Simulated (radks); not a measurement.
# P⁸⁺ in [He] 2s2 2p3: an all-electron calculation

An exercise on one series of results from a longer session: the logs are not shown, and one member is left open.

The numbers are computed with radks (a radial shooting solver on a logarithmic mesh, Libxc functionals) version 1 (scalar-relativistic Kohn-Sham, PBE, spin-polarised, spherical densities, point nucleus; open shells are filled with parallel spins first), except any that are marked as measured or tabulated.

### Starting point

| Property | Result |
| --- | --- |
| element | phosphorus (Z = 15) |
| charge | +8 |
| electrons | 7 |
| configuration | [He] 2s2 2p3 |

Outer shells as boxes (Hund's rule):

P⁸⁺
```
[He] core
2s [↑↓]
2p [↑ ][↑ ][↑ ]
```

Set-up of the first run:

The run's settings:

```text
Z 15
configuration [He] 2s2 2p3
relativity scalar-relativistic
functional pbe,pbe
spin polarised
nucleus point
c 137.035999084
```

One table of the session follows, with a row left open; its other results are not shown here.

It belongs to the step «Radial structure». Sizes of the orbitals, from the radial functions (bohr):

```
  level     <r>  outermost maximum (interpolated)  90 % within
  1s up  0.1034                            0.0676        0.185
1s down  0.1031                            0.0675        0.184
  2s up  0.4739                             0.397        0.732
2s down  0.4808                             0.401        0.744
  2p up       ?                                 ?            ?
2p down  0.4307                             0.331        0.705
```

Q: Estimate the row for 2p up from the others.

**Answer.** <r>: 0.4223; outermost maximum (interpolated): 0.326; 90 % within: 0.689. In the column «<r>» it lies between 1s up (0.1034) and 2p down (0.4307).

Limits of these values: Open shells are spherical and high-spin; term and fine-structure splittings are not resolved.
